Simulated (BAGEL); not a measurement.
# BSiH4OF (SMILES FBO[SiH3]) at 4 levels

We compute a comparison of 4 runs (B3LYP/6-31G*, B3LYP/6-311+G**, PBE0/6-311+G**, RI-MP2/6-311+G**) of BSiH4OF. 

The results are computed with BAGEL 1.2.2.

7 further runs of the same task are left out: 4 that didn't finish, 3 set aside as unsound or not needed.

## Step 1: The system as given

BSiH4OF has 8 atoms, charge 0, and is taken as a singlet. SMILES: `FBO[SiH3]`. Geometry: relaxed at PBE0-D4/def2-TZVP. This is one conformer, not always the lowest.

Bond lengths: F1–B2 1.324 Å, B2–O3 1.342 Å, O3–Si4 1.655 Å, B2–H5 1.198 Å, Si4–H6 1.481 Å, Si4–H7 1.485 Å, Si4–H8 1.481 Å. Angles: F1–B2–O3 118.3°, B2–O3–Si4 134.0°, F1–B2–H5 118.6°, O3–B2–H5 123.1°, O3–Si4–H6 108.0°, O3–Si4–H7 110.1°, O3–Si4–H8 108.0°, H6–Si4–H7 110.3°, H6–Si4–H8 110.2°, H7–Si4–H8 110.3°.

## Step 2: The energy at B3LYP/6-31G(d) (density fitting with qzvpp-jkfit, spherical functions) (run 1)

Input file calc.json:

```json
{ "bagel" : [

{
  "title" : "molecule",
  "basis" : "6-31gs.json",
  "df_basis" : "qzvpp-jkfit",
  "angstrom" : true,
  "geometry" : [
    { "atom" : "F", "xyz" : [   -1.599400,   -1.699200,    1.426100 ] },
    { "atom" : "B", "xyz" : [   -0.685400,   -0.787600,    1.133000 ] },
    { "atom" : "O", "xyz" : [   -0.487500,   -0.477100,   -0.157600 ] },
    { "atom" : "Si", "xyz" : [    0.521000,    0.572800,   -0.945400 ] },
    { "atom" : "H", "xyz" : [   -0.075300,   -0.278500,    2.029800 ] },
    { "atom" : "H", "xyz" : [   -0.317100,    1.531000,   -1.702400 ] },
    { "atom" : "H", "xyz" : [    1.370700,    1.295700,    0.034600 ] },
    { "atom" : "H", "xyz" : [    1.365000,   -0.214300,   -1.873700 ] }
  ]
},
{
  "title" : "ks",
  "xc_func" : "b3lyp"
},
{
  "title" : "print",
  "file" : "orbitals.molden",
  "orbitals" : true
}

]}
```

The basis set 6-31G* is read from a file made from the Basis Set Exchange's data (not shown).

Started as:

```
$ BAGEL_NUM_THREADS=1 BAGEL calc.json > calc.out
```

Output:

```text
* using 1 threads per process

  ===============================================================
  ===============================================================

  *** Geometry ***

  { "atom" : "F", "xyz" : [     -3.022428,     -3.211023,      2.694938 ] },
  { "atom" : "B", "xyz" : [     -1.295218,     -1.488348,      2.141060 ] },
  { "atom" : "O", "xyz" : [     -0.921241,     -0.901588,     -0.297821 ] },
  { "atom" : "Si", "xyz" : [      0.984547,      1.082435,     -1.786547 ] },
  { "atom" : "H", "xyz" : [     -0.142296,     -0.526289,      3.835766 ] },
  { "atom" : "H", "xyz" : [     -0.599232,      2.893171,     -3.217070 ] },
  { "atom" : "H", "xyz" : [      2.590248,      2.448518,      0.065385 ] },
  { "atom" : "H", "xyz" : [      2.579476,     -0.404968,     -3.540780 ] },

  Number of auxiliary basis functions:      429

  Since a DF basis is specified, we compute 2- and 3-index integrals:
    o Being stored without compression. Storage requirement is 0.016 GB

  Number of basis functions:       68
  Number of electrons      :       40

    * METHOD: MOLECULE                             0.16

  *** Kohn-Sham DFT ***

    * Removing 13046 points whose weight is below 1.00e-10
    * Grid points: 106202

  === Nuclear Repulsion ===
   151.7843657703

       - DIIS with orbital gradients will be used.

  === KS iteration (b3lyp / 6-31gs.json) ===
      0       -464.24243677          0.14818822           0.29
      1       -426.11444308          0.11593460           0.27
      2       -365.03076148          0.25706031           0.27
      3       -465.34099007          0.15871732           0.27
      4       -469.67337203          0.15339046           0.27
      5       -469.73915951          0.15119102           0.27
      6       -469.73354117          0.15152617           0.27
      7       -417.73386820          0.15051393           0.27
      8       -477.00332982          0.11044902           0.27
      9       -483.40645230          0.10559345           0.27
     10       -484.18741636          0.09585270           0.27
     11       -484.63784580          0.09581588           0.27
     12       -485.20333687          0.08735713           0.27
     13       -423.99437898          0.20231823           0.26
     14       -491.80835879          0.02013364           0.27
     15       -491.65108761          0.03425308           0.27
     16       -491.94525610          0.00306338           0.26
     17       -491.94568247          0.00279930           0.27
     18       -491.94809706          0.00046444           0.27
     19       -491.94818278          0.00005633           0.27
     20       -491.94818390          0.00000987           0.27
     21       -491.94818393          0.00000147           0.27
     22       -491.94818393          0.00000061           0.27
     23       -491.94818393          0.00000047           0.26
     24       -491.94818393          0.00000007           0.27
     25       -491.94818393          0.00000003           0.27
     26       -491.94818393          0.00000000           0.26
    * SCF iteration converged.

    * Permanent dipole moment:
           (   -0.469807,    -0.474842,     0.219147) a.u.

    * METHOD: KS                                   7.65

    * METHOD: PRINT                                0.01

  ===============================================================
```

It took 8.1 s on 1 thread of Arm Neoverse V2, shared host; peak memory 0.36 GiB.

## Step 3: The energy at B3LYP/6-311+G(d,p) (density fitting with qzvpp-jkfit) (run 2)

Input file job.json:

```json
{ "bagel" : [

{
  "title" : "molecule",
  "basis" : "6-311+gss.json",
  "df_basis" : "qzvpp-jkfit",
  "angstrom" : true,
  "geometry" : [
    { "atom" : "F", "xyz" : [      -1.599400,      -1.699200,       1.426100 ] },
    { "atom" : "B", "xyz" : [      -0.685400,      -0.787600,       1.133000 ] },
    { "atom" : "O", "xyz" : [      -0.487500,      -0.477100,      -0.157600 ] },
    { "atom" : "Si", "xyz" : [       0.521000,       0.572800,      -0.945400 ] },
    { "atom" : "H", "xyz" : [      -0.075300,      -0.278500,       2.029800 ] },
    { "atom" : "H", "xyz" : [      -0.317100,       1.531000,      -1.702400 ] },
    { "atom" : "H", "xyz" : [       1.370700,       1.295700,       0.034600 ] },
    { "atom" : "H", "xyz" : [       1.365000,      -0.214300,      -1.873700 ] }
  ]
},

{
  "title" : "ks",
  "xc_func" : "b3lyp"
},

{
  "title" : "print",
  "file" : "orbitals.molden",
  "orbitals" : true
}

]}
```

The basis set 6-311+G** is read from a file made from the Basis Set Exchange's data (not shown).

Started as:

```
$ BAGEL_NUM_THREADS=1 BAGEL job.json > job.out
```

Output:

```text
* using 1 threads per process

  ===============================================================
  ===============================================================

  *** Geometry ***

  { "atom" : "F", "xyz" : [     -3.022428,     -3.211023,      2.694938 ] },
  { "atom" : "B", "xyz" : [     -1.295218,     -1.488348,      2.141060 ] },
  { "atom" : "O", "xyz" : [     -0.921241,     -0.901588,     -0.297821 ] },
  { "atom" : "Si", "xyz" : [      0.984547,      1.082435,     -1.786547 ] },
  { "atom" : "H", "xyz" : [     -0.142296,     -0.526289,      3.835766 ] },
  { "atom" : "H", "xyz" : [     -0.599232,      2.893171,     -3.217070 ] },
  { "atom" : "H", "xyz" : [      2.590248,      2.448518,      0.065385 ] },
  { "atom" : "H", "xyz" : [      2.579476,     -0.404968,     -3.540780 ] },

  Number of auxiliary basis functions:      429

  Since a DF basis is specified, we compute 2- and 3-index integrals:
    o Being stored without compression. Storage requirement is 0.049 GB

  Number of basis functions:      120
  Number of electrons      :       40

    * METHOD: MOLECULE                             0.21

  *** Kohn-Sham DFT ***

    * Removing 13046 points whose weight is below 1.00e-10
    * Grid points: 106202

  === Nuclear Repulsion ===
   151.7843657703

       - DIIS with orbital gradients will be used.

  === KS iteration (b3lyp / 6-311+gss.json) ===
      0       -397.78887669          0.29439817           0.48
      1       -353.67817849          0.19902893           0.47
      2       -386.47172360          0.23718914           0.48
      3       -472.07502717          0.14502500           0.48
      4       -460.67066192          0.12890462           0.48
      5       -483.46924455          0.10075300           0.48
      6       -490.73767035          0.05264642           0.48
      7       -491.35585643          0.04073246           0.48
      8       -492.02186310          0.00793019           0.48
      9       -492.04010222          0.00430880           0.48
     10       -492.04632271          0.00158713           0.48
     11       -492.04723623          0.00032203           0.48
     12       -492.04728788          0.00004487           0.48
     13       -492.04728859          0.00002378           0.48
     14       -492.04728880          0.00000515           0.47
     15       -492.04728881          0.00000062           0.48
     16       -492.04728881          0.00000027           0.48
     17       -492.04728881          0.00000007           0.47
     18       -492.04728881          0.00000003           0.48
     19       -492.04728881          0.00000001           0.48
    * SCF iteration converged.

    * Permanent dipole moment:
           (   -0.571737,    -0.573721,     0.220977) a.u.

    * METHOD: KS                                  10.05

    * METHOD: PRINT                                0.02

  ===============================================================
```

It took 11 s on 1 thread of Arm Neoverse V2, shared host; peak memory 0.57 GiB.

Run 3 isn't shown in full; the table further down has it.

## Step 4: A single-point energy at RI-MP2/6-311+G(d,p) (density fitting with qzvpp-jkfit) (run 4)

Edit calc.json of step 2 so:

```diff
@@ -4,3 +4,3 @@
   "title" : "molecule",
-  "basis" : "6-31gs.json",
+  "basis" : "6-311+gss.json",
   "df_basis" : "qzvpp-jkfit",
@@ -18,11 +18,4 @@
 },
-{
-  "title" : "ks",
-  "xc_func" : "b3lyp"
-},
-{
-  "title" : "print",
-  "file" : "orbitals.molden",
-  "orbitals" : true
-}
+{ "title" : "hf" },
+{ "title" : "mp2", "ncore" : 8 }
```

The basis set 6-311+G** is read from a file made from the Basis Set Exchange's data (not shown).

Started as:

```
$ BAGEL_NUM_THREADS=1 BAGEL calc.json > calc.out
```

Output:

```text
* using 1 threads per process

  ===============================================================
  ===============================================================

  *** Geometry ***

  { "atom" : "F", "xyz" : [     -3.022428,     -3.211023,      2.694938 ] },
  { "atom" : "B", "xyz" : [     -1.295218,     -1.488348,      2.141060 ] },
  { "atom" : "O", "xyz" : [     -0.921241,     -0.901588,     -0.297821 ] },
  { "atom" : "Si", "xyz" : [      0.984547,      1.082435,     -1.786547 ] },
  { "atom" : "H", "xyz" : [     -0.142296,     -0.526289,      3.835766 ] },
  { "atom" : "H", "xyz" : [     -0.599232,      2.893171,     -3.217070 ] },
  { "atom" : "H", "xyz" : [      2.590248,      2.448518,      0.065385 ] },
  { "atom" : "H", "xyz" : [      2.579476,     -0.404968,     -3.540780 ] },

  Number of auxiliary basis functions:      429

  Since a DF basis is specified, we compute 2- and 3-index integrals:
    o Being stored without compression. Storage requirement is 0.049 GB

  Number of basis functions:      120
  Number of electrons      :       40

    * METHOD: MOLECULE                             0.21

  *** RHF ***

  === Nuclear Repulsion ===
   151.7843657703

      * DIIS with orbital gradients will be used.

  === RHF iteration (6-311+gss.json) ===
      0       -490.09730049          0.02883754           0.09
      1       -490.30558222          0.02073889           0.09
      2       -490.45729465          0.00169843           0.09
      3       -490.45939416          0.00058356           0.09
      4       -490.45953288          0.00011255           0.09
      5       -490.45954203          0.00001847           0.09
      6       -490.45954235          0.00000478           0.09
      7       -490.45954237          0.00000124           0.09
      8       -490.45954237          0.00000034           0.09
      9       -490.45954237          0.00000015           0.09
     10       -490.45954237          0.00000004           0.09
     11       -490.45954237          0.00000002           0.09
     12       -490.45954237          0.00000001           0.09
    * SCF iteration converged.

    * Permanent dipole moment:
           (   -0.643269,    -0.637451,     0.162489) a.u.

    * METHOD: HF                                   1.33

  *** RHF ***

  === Nuclear Repulsion ===
   151.7843657703

      * DIIS with orbital gradients will be used.

  === RHF iteration (6-311+gss.json) ===
      0       -490.45954237          0.00000000           0.08
    * SCF iteration converged.

    * Permanent dipole moment:
           (   -0.643269,    -0.637451,     0.162490) a.u.

  === DF-MP2 calculation ===

    * freezing 8 orbitals
    * 3-index integral transformation done
    * assembly done

      MP2 correlation energy:   -0.5932380123      0.07

      MP2 total energy:       -491.0527803870

    * METHOD: MP2                                  0.26

  ===============================================================
```

Wall time 2 s (1 thread of Arm Neoverse V2, shared host); peak memory 0.14 GiB.

## Step 5: Overview of the runs

```
run                                                                 level  frozen core orbitals  energy (Eh)  dipole moment (D)  HOMO energy (eV)  LUMO energy (eV)  wall time
  1  B3LYP/6-31G* (density fitting with qzvpp-jkfit, spherical functions)                     –  -491.948184               1.79             -8.97              0.21      8.1 s
  2                    B3LYP/6-311+G** (density fitting with qzvpp-jkfit)                     –  -492.047289               2.13             -9.26             -0.43       11 s
  3                     PBE0/6-311+G** (density fitting with qzvpp-jkfit)                     –  -491.672947               2.14             -9.47             -0.23       11 s
  4                   RI-MP2/6-311+G** (density fitting with qzvpp-jkfit)                     8  -491.052780                  –                 –                 –        2 s
```

## Step 6: What came out

| quantity | value |
| --- | --- |
| run 4: total energy | -491.05278 Eh |
| run 4: correlation energy (8 core orbitals frozen) | -593.2 mEh |

What this shows: Over runs 1, 2, 3 the dipole moment (its size) runs from 1.79 D (B3LYP/6-31G*) to 2.14 D (PBE0/6-311+G**). The two ends differ in method and basis. Over runs 1, 2, 3 the HOMO–LUMO gap runs from 8.83 eV (B3LYP/6-311+G**) to 9.25 eV (PBE0/6-311+G**). Totals of different functionals can't be ranked against each other. All runs together took 31 s, the longest 11 s.
